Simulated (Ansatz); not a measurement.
# BH3O + NH3 + H2O: a complex and its separated parts

Aim: how far the complex at one end of a reaction step lies below its separated, relaxed parts, level by level.

The runs use Ansatz 0.2.0, Gaussian basis; PBE0-D4/def2-TZVP structures, single points in def2-TZVPP, no counterpoise correction.

Levels: SPW92, PBE-D4, BLYP-D4, r2SCAN-D4, B97M-V, PBE0-D4, B3LYP-D4, r2SCAN0-D4, BHLYP-D4, CAM-B3LYP-D4, wB97X-V, wB97M-V, B2PLYP, PBE-QIDH, RPA on PBE, Hartree-Fock, MP2, CCSD, CCSD(T).

Cores are frozen in the correlated methods. B3LYP uses VWN-RPA correlation. B2PLYP carries no dispersion term here.

26 further runs of the same task are left out: 26 set aside as unsound or not needed.

## (1) The system as given

The complex: 12 atoms, charge 0, spin multiplicity 1.

Atoms are counted from 1 here; the program's logs count them from 0.

Bond lengths: B1–O2 1.460 Å, B1–H3 1.215 Å, B1–H4 1.216 Å, B1–N6 1.653 Å, O2–H9 0.956 Å, H5–N6 1.030 Å, N6–H10 1.014 Å, N6–H11 1.015 Å, H7–O8 0.985 Å, O8–H12 0.959 Å. Angles: O2–B1–H3 112.0°, O2–B1–H4 114.4°, O2–B1–N6 105.9°, H3–B1–H4 114.0°, H3–B1–N6 103.4°, H4–B1–N6 106.0°, B1–O2–H9 112.2°, B1–N6–H5 107.4°, B1–N6–H10 110.9°, B1–N6–H11 112.5°, H5–N6–H10 109.8°, H5–N6–H11 107.8°, H10–N6–H11 108.4°, H7–O8–H12 106.2°.

As a file:

```xyz
12
charge 0, multiplicity 1
B    -1.0038   -0.5295    0.2575
O     0.0303   -1.3573   -0.3556
H    -1.7619   -0.0618   -0.5691
H    -1.5636   -1.0456    1.2061
H     0.4277    1.1273    0.1301
N    -0.2251    0.7994    0.8565
H     1.1910   -0.2870   -1.0889
O     1.6432    0.5767   -1.2268
H     0.2541   -2.1140    0.1839
H    -0.8860    1.5346    1.0820
H     0.3173    0.5904    1.6886
H     1.5767    0.7668   -2.1642
```

Its parts: BH3O holds atoms 1, 2, 3, 4, 9; NH3 holds atoms 5, 6, 10, 11; H2O holds atoms 7, 8, 12. Each part counts its atoms afresh in its own runs.

## (2) Relaxing BH3O alone

relax-a/in.yaml reads:

```yaml
crystal:
  periodic: [false, false, false]
  atoms:
    - {symbol: B, position_ang: [-1.003836, -0.529490, 0.257525]}
    - {symbol: O, position_ang: [0.030302, -1.357320, -0.355589]}
    - {symbol: H, position_ang: [-1.761921, -0.061756, -0.569133]}
    - {symbol: H, position_ang: [-1.563632, -1.045597, 1.206059]}
    - {symbol: H, position_ang: [0.254099, -2.114025, 0.183936]}
basis:
  gaussian: {orbitals: def2-TZVP}
hamiltonian: {xc: pbe0, dispersion: d4}
relax: {f_tol: 0.005, max_steps: 200}
```

The command line of these runs was not kept.

Further steps of the session: Relaxing NH3 alone; Relaxing H2O alone; wB97M-V/def2-TZVPP; CCSD(T)/def2-TZVPP; Vibrations of BH3O; Vibrations of NH3; Vibrations of H2O.

Q: Predict the outcome of this session. Wanted: complex less parts, CCSD(T)/def2-TZVPP; with zero-point energy; largest T1 diagnostic.

As calculated:

```
                              quantity      value
complex less parts, CCSD(T)/def2-TZVPP  -1.144 eV
                with zero-point energy  -0.850 eV
                 largest T1 diagnostic      0.014
```

What this shows: At CCSD(T) the complex lies 1.144 eV below its parts. The functionals run from B97M-V, off by +0.004 eV, to SPW92, off by -0.813 eV, against CCSD(T). Mean unsigned error by rung: LDA 0.813, GGA 0.115, meta-GGA 0.060, hybrid 0.083, range-separated hybrid 0.045, double hybrid 0.100 eV. PBE-D4 gives a relative energy 0.164 eV too low, outside chemical accuracy (1 kcal/mol, 0.043 eV). No counterpoise was applied, and triple zeta lacks some correlation, so the CCSD(T) reference has a basis error of its own, and close matches with it are partly luck.
